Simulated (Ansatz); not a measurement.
A nudged elastic band was laid between two geometries of a periodic cell of 35 atoms, Si10GeO24 (host SiO2, host structure P3_221, dopant Ge, one Si atom removed), cell charge -2.

Level of theory: DFT LDA, scalar-relativistic, plane waves, PAW (Ansatz). Settings: PAW set soft_1, cutoff 420 eV, k mesh 2x2x2, fermi-dirac smearing 0.02 eV, no spin polarisation.

```yaml
movable_images: 5
climbing_image: yes
spring: 1.0 eV/Å²
optimiser: quadratic models (default)
start_path: straight line
force_threshold: 0.03 eV/Å
iteration_limit: 61
end_points: relaxed
```

First end point:

```xyz
35
Lattice="-2.4562 4.2543 5.4039 4.9124 0.0000 5.4039 4.9124 8.5085 0.0000" Properties=species:S:1:pos:R:3
Si 7.286 8.472 3.662
Ge 4.723 2.255 6.541
O 6.283 9.498 4.375
O 0.940 4.923 8.037
O -0.724 6.624 6.997
O 0.339 0.789 -0.019
O 4.310 3.465 7.882
O 0.702 3.500 4.825
Si 4.626 4.209 3.935
Si 6.193 6.393 7.155
Si 3.716 6.277 -0.079
O 3.650 5.442 4.355
O 3.356 9.099 8.361
O 2.511 10.565 6.349
O 2.403 5.731 0.745
O 6.845 7.758 7.727
O 3.444 7.971 4.537
Si -0.052 4.360 3.673
Si 0.804 6.399 7.331
Si 3.453 6.623 5.424
O 3.790 5.422 9.804
O 0.982 5.450 3.018
O 4.777 6.688 6.390
O 2.031 6.459 6.203
O 3.735 3.261 2.999
O 5.163 3.534 5.259
Si 2.846 8.771 3.236
Si 3.745 10.345 7.384
Si 1.369 2.169 5.495
O 6.631 9.717 9.404
O 4.017 9.407 2.370
O 2.845 2.402 6.002
O 5.148 10.163 6.596
O 6.346 7.393 2.913
O 8.148 7.710 4.791
```

Last end point:

```xyz
35
Lattice="-2.4562 4.2543 5.4039 4.9124 0.0000 5.4039 4.9124 8.5085 0.0000" Properties=species:S:1:pos:R:3
Si 7.312 8.563 3.674
Ge 6.186 2.093 5.530
O 6.542 9.655 4.534
O 0.878 4.980 7.949
O 0.519 6.694 5.913
O 0.601 1.493 1.549
O 3.438 3.102 8.072
O 0.380 3.387 4.499
Si 4.802 4.278 3.693
Si 6.207 6.178 7.219
Si 3.779 6.390 0.001
O 3.870 5.461 4.269
O 3.375 9.197 8.030
O 2.739 10.881 6.128
O 2.733 5.891 1.138
O 6.291 7.155 8.500
O 3.328 7.943 4.722
Si -0.457 4.145 3.333
Si 1.393 6.305 7.205
Si 3.832 6.593 5.416
O 3.683 5.390 9.459
O 0.642 4.794 2.305
O 5.301 6.832 6.040
O 2.905 6.156 6.658
O 3.856 3.244 2.901
O 5.639 3.641 4.892
Si 2.350 8.434 3.490
Si 3.800 10.573 7.296
Si 1.303 2.439 5.454
O 6.315 9.513 9.667
O 3.046 8.814 2.134
O 2.501 3.368 5.933
O 5.246 10.389 6.640
O 6.296 7.502 2.990
O 8.249 7.749 4.696
```

Q: Which bonds break or form, and what moves?

A: The atom that moves furthest is Ge2, by 1.79 Å; four of its nearest neighbours are O7 1.85, O26 1.86, O6 1.94, O32 1.96 Å at the first end and O6 1.68, O21 1.76, O26 1.76, O5 1.78 Å at the last.

Q: Give the energies along the band, and the barrier.

A: It converged. The highest image is number 4 of 0 to 6, 2.72 eV above the first end and 0.30 eV above the last; the last end lies 2.42 eV above the first. The profile has 2 maxima (images 1, 4) with wells between them (image 2): this band takes more than one step, which may be the mechanism or a detour left from its start path. Neighbouring images differ by up to 1.4 eV, so the band resolves the path poorly. By the program's own check the climbing image is of a kind that is not told: the force calls were inconclusive, a negative curvature could not be distinguished from the path's own, the only one lies far off the path, or fixed occupations may fill a level only in part (lowest curvatures found: -0.90 and 0.29 eV/Å²). Limits of this set-up: coarse k mesh, PAW files made for another functional, no spin, though dangling bonds at a vacancy may carry it, a small cell, in which the defect meets its images, a typed lattice constant that wasn't relaxed here, charged cell in a uniform background, uncorrected.

```tsv
image	path coordinate (Å)	energy (eV)	Ge2–O7 (Å)	Ge2–O31 (Å)	Ge2–O32 (Å)
0	0.00	0.00	1.85	1.96	1.96
1	1.73	1.07	1.83	2.39	1.89
2	3.47	0.72	1.76	2.72	1.90
3	5.20	1.27	1.87	2.74	2.12
4	6.93	2.72	3.69	3.36	2.97
5	7.82	2.54	3.81	3.77	3.47
6	8.70	2.42	3.88	4.13	3.92
```

Q: What is the geometry of the highest image?

A: 
```xyz
35
Lattice="-2.4562 4.2543 5.4039 4.9124 0.0000 5.4039 4.9124 8.5085 0.0000" Properties=species:S:1:pos:R:3
Si 7.273 8.528 3.663
Ge 5.748 2.103 5.718
O 6.311 9.608 4.339
O 0.883 4.934 7.963
O 0.021 6.763 6.263
O 0.233 1.303 1.729
O 3.521 3.139 8.469
O 0.548 3.613 4.791
Si 4.763 4.283 3.721
Si 6.204 6.197 7.191
Si 3.793 6.393 -0.051
O 3.827 5.532 4.140
O 3.437 9.104 8.090
O 2.706 10.774 6.193
O 2.641 5.814 0.959
O 6.519 7.383 8.246
O 3.442 8.039 4.622
Si -0.420 4.231 3.631
Si 1.215 6.319 7.219
Si 3.735 6.624 5.324
O 3.607 5.473 9.649
O 0.646 4.952 2.568
O 5.133 6.753 6.107
O 2.575 6.204 6.357
O 3.880 3.221 2.916
O 5.431 3.702 5.053
Si 2.576 8.613 3.355
Si 3.854 10.456 7.286
Si 1.389 2.352 5.410
O 6.465 9.642 9.508
O 3.383 8.914 1.994
O 2.859 2.782 5.745
O 5.293 10.290 6.600
O 6.358 7.390 2.971
O 8.197 7.800 4.772
```

The run took 87 min on 4 threads of Arm Neoverse V1 (shared host), peak memory 3.5 GiB.
